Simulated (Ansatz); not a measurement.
# C3H7GaSe: the cost of one run

Program: Ansatz 0.2.0. Level of theory: RKS PBE0/def2-SVP. These are calculated values, not measurements.

## 1. The structure to begin with

Bond lengths: C1–C2 1.352 Å, C2–Se3 1.917 Å, C2–C4 1.463 Å, C4–Ga5 1.892 Å, C1–H6 1.144 Å, C1–H7 1.050 Å, Se3–H8 1.583 Å, C4–H9 1.175 Å, C4–H10 1.045 Å, Ga5–H11 1.035 Å, Ga5–H12 1.276 Å. Angles (14 of 16 angles, heavy atoms first): C1–C2–Se3 118.6°, C1–C2–C4 121.5°, Se3–C2–C4 119.8°, C2–C4–Ga5 117.7°, C2–C1–H6 116.7°, C2–C1–H7 124.4°, C2–Se3–H8 89.3°, C2–C4–H9 108.1°, C2–C4–H10 115.2°, Ga5–C4–H9 121.4°, Ga5–C4–H10 80.7°, C4–Ga5–H11 107.9°, C4–Ga5–H12 124.7°, H6–C1–H7 118.7°.

As a file:

```xyz
12

C     1.0322    0.8363    1.4908
C     0.1709    0.1056    0.7485
Se   -0.0446   -1.7549    1.1567
C    -0.5377    0.6869   -0.3922
Ga   -0.9918   -0.4621   -1.8249
H     1.0931    1.9542    1.2547
H     1.5723    0.4636    2.3110
H     1.1795   -2.0858    0.2090
H    -1.2976    1.4834    0.0179
H     0.0734    1.0945   -1.1350
H    -1.8867   -0.9247   -1.5893
H    -0.2859   -1.4522   -2.2130
```

## 2. Relaxing end A

The input, input.yaml:

```yaml
crystal:
  periodic: [false, false, false]
  atoms:
    - { symbol: C, position_ang: [1.0322, 0.8363, 1.4908] }
    - { symbol: C, position_ang: [0.1709, 0.1056, 0.7485] }
    - { symbol: Se, position_ang: [-0.0446, -1.7549, 1.1567] }
    - { symbol: C, position_ang: [-0.5377, 0.6869, -0.3922] }
    - { symbol: Ga, position_ang: [-0.9918, -0.4621, -1.8249] }
    - { symbol: H, position_ang: [1.0931, 1.9542, 1.2547] }
    - { symbol: H, position_ang: [1.5723, 0.4636, 2.311] }
    - { symbol: H, position_ang: [1.1795, -2.0858, 0.209] }
    - { symbol: H, position_ang: [-1.2976, 1.4834, 0.0179] }
    - { symbol: H, position_ang: [0.0734, 1.0945, -1.135] }
    - { symbol: H, position_ang: [-1.8867, -0.9247, -1.5893] }
    - { symbol: H, position_ang: [-0.2859, -1.4522, -2.213] }
basis:
  gaussian: { orbitals: def2-SVP }
hamiltonian:
  xc: pbe0
relax:
  f_tol: 0.015
  max_steps: 40
output:
  orbitals: {}
```

The run is started by

```console
ansatz run input.yaml --threads 2 --pin off --max-ram 3072MiB --backend cpu --events-out ev --progress --plain --runs-dir out
```

**Question.** How long does this run take on 2 threads of Arm Neoverse V2, shared host, and how much memory does it need?

About 2 min, with a peak of 0.47 GiB.
